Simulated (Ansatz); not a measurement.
# TaVBr3: the cost of one run

Method: DFT PBE, scalar-relativistic, plane waves, PAW, in Ansatz 0.2.0.

1 further run of the same task is left out (it didn't finish).

**1. The system as given**

The structure is cubic, space group Pm-3m (No. 221). The conventional cell has a = 4.851 Å, b = 4.851 Å, c = 4.851 Å, α = 90.00°, β = 90.00°, γ = 90.00°. Around Ta (site symmetry m-3m) lie 6 Br at 2.43 Å. V (site symmetry m-3m) has 12 Br at 3.43 Å as nearest neighbours. Br (site symmetry 4/mmm) is surrounded by 2 Ta at 2.43 Å and 4 V at 3.43 Å.

Structure file:

```xyz
5
Lattice="4.8506 0.0000 0.0000 0.0000 4.8506 0.0000 0.0000 0.0000 4.8506" Properties=species:S:1:pos:R:3 pbc="T T T"
Ta    0.0000    0.0000    0.0000
V     2.4253    2.4253    2.4253
Br    0.0000    0.0000    2.4253
Br    2.4253    0.0000    0.0000
Br    0.0000    2.4253    0.0000
```

A structure generator made this guess: species swapped into a database cell of TlCuF3 (Pm-3m, No. 221), with V on the Tl sites, Ta on the Cu sites and Br on the F sites. Lengths come from tabulated atomic sizes and are only a guess.

**2. The guess as it stands, on a coarse mesh**

File input.yaml:

```yaml
crystal:
  lattice:
    - [4.85057546, 0.0, 0.0]
    - [0.0, 4.85057546, 0.0]
    - [0.0, 0.0, 4.85057546]
  atoms:
    - { symbol: Ta, position: [0.0, 0.0, 0.0] }
    - { symbol: V, position: [0.5, 0.5, 0.5], spin: 2.0 }
    - { symbol: Br, position: [0.0, 0.0, 0.5] }
    - { symbol: Br, position: [0.5, 0.0, 0.0] }
    - { symbol: Br, position: [0.0, 0.5, 0.0] }
basis:
  ecutwfc: 420
kpoints:
  mp_grid: { grid: [4, 4, 4] }
hamiltonian:
  xc: pbe
scf:
  occupations: { method: gaussian, width: 0.1 }
  lower_state_search: "off"
output:
  forces: true
  stress: true
  eigenvalues: true
  populations: true
magnetization:
  spin_polarized: true
```

Run with:

```sh
$ ansatz run input.yaml --threads 1 --pin off --max-ram 2048MiB --backend cpu --events-out ev --progress --plain --runs-dir out
```

What time and memory should one allow on 1 thread of Arm Neoverse V1, shared host?

About 13 s, with a peak of 0.39 GiB.
